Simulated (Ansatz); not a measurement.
# Two structures of Nb: comparison of enthalpies under pressure in Python

The task here is to estimate one member of a computed series from the others.

Computed with Ansatz 0.2.0, driven from Python. Level of theory: DFT r2SCAN, plane waves, PAW.

### The structure

Nb Fd-3m: It takes space group Fd-3m (No. 227, cubic). The conventional cell has a = 5.770 Å, b = 5.770 Å, c = 5.770 Å, α = 90.00°, β = 90.00°, γ = 90.00°. Around Nb (site symmetry -43m) lie 4 Nb at 2.50 Å.

Nb Fm-3m: Symmetry: Fm-3m, No. 225, cubic system. Conventional cell: a = 4.190 Å, b = 4.190 Å, c = 4.190 Å, α = 90.00°, β = 90.00°, γ = 90.00°. Nb (site symmetry m-3m) is surrounded by 12 Nb at 2.96 Å.

The script holds or builds the structure itself.

The first run:

nb.py reads:

```python
# -*- coding: utf-8 -*-
'''Pressure at which two phases of Nb cross.'''

import warnings

import ansatz as az
import numpy as np
from tabulate import tabulate


def diamond(a_site, a):
    return (
        az.Lattice.fcc(a)
        .space_group(227, origin_choice=1)
        .atom(a_site, (0, 0, 0))
        .primitive()
    )


def fcc(a_site, a):
    return (
        az.Lattice.fcc(a)
        .space_group(225)
        .atom(a_site, (0, 0, 0))
        .primitive()
    )


def compute(name, crystal, pressure=0.0):
    calc = crystal.calculation()
    calc = calc.basis(28 * az.Ha)
    calc = calc.scf(tolerance=1e-08)
    calc = calc.functional(az.Functional.R2SCAN)
    calc = calc.eigensolver('davidson', mixed_precision=False).kpoints(spacing=0.39)
    calc = calc.occupations('cold', width=0.05)
    calc = calc.relax(force_tolerance=0.03, cell=True, pressure=pressure)
    return calc.run(threads=1)


def volume_per_atom(outcome):
    return abs(np.linalg.det(outcome.lattice.cell_ang)) / len(outcome.lattice.sites)


def main():
    warnings.simplefilter('ignore', az.DeckWarning)

    phases = {}
    phases['diamond'] = diamond('Nb', 5.77)
    phases['fcc'] = fcc('Nb', 4.19)

    # H = E + PV, with 1 eV per cubic angstrom equal to 160.2 GPa
    pressures = [0, 20, 40, 60]
    enthalpy, volume = {name: [] for name in phases}, {name: [] for name in phases}
    for p in pressures:
        for name, crystal in phases.items():
            o = compute(name, crystal, pressure=p)
            volume[name].append(volume_per_atom(o))
            enthalpy[name].append(o.report['energy_sigma0_ev'] / len(o.lattice.sites) + p * volume[name][-1] / 160.21766)
    gap = np.array(enthalpy['fcc']) - np.array(enthalpy['diamond'])
    rows = [(p, va, vb, 1000 * d) for p, va, vb, d in zip(pressures, volume['diamond'], volume['fcc'], gap)]
    print(tabulate(rows, headers=['P (GPa)', 'V diamond (A^3/atom)', 'V fcc (A^3/atom)', 'H(fcc) - H(diamond) (meV/atom)'], floatfmt='.4f', tablefmt='rst'))
    crossings = [p0 - g0 * (p1 - p0) / (g1 - g0) for p0, p1, g0, g1 in zip(pressures, pressures[1:], gap, gap[1:]) if g0 * g1 < 0]
    print('crossing near', [round(float(p), 1) for p in crossings], 'GPa') if crossings else print('no crossing in this range')


if __name__ == '__main__':
    main()
```

Launch:

```bash
$ python nb.py
```

Among the steps run: Running it.

One table of the session follows, with a row left open; its other results are not shown here.

Enthalpy H = E + pV of the second structure less the first:

| pressure (GPa) | ΔH (meV/atom) |
| --- | --- |
| 0 | -2398.3 |
| 20 | ? |
| 40 | -3411.0 |
| 60 | -3700.9 |

**Question.** Estimate the row for pressure (GPa) = 20.

Worked estimate for «ΔH (meV/atom)». A straight line through the neighbours (0, -2398.3) and (40, -3411.0) gives -2398.3 + (-3411.0 + 2398.3) × (20 − 0) / (40 − 0) = -2904.7; a parabola fitted to 3 rows on both sides gives -2976.8.

As computed: ΔH (meV/atom): -3043.1. In «ΔH (meV/atom)» the line misses by +138.4 and the parabola by +66.3.

Limits of these values: What to keep in mind:
- At a fixed pressure a relaxation lowers the enthalpy F + PV, while F alone can rise.
- For the metals among these cells the mesh is coarse, so their volumes and pressures are rough.
- The program warned that this SCF threshold is loose for forces or stresses.
- Only these two structures are compared, at zero temperature and with their symmetry kept; either may be hypothetical, and another phase may be lower than both. Warnings in the runs' records: stress scf threshold loose.
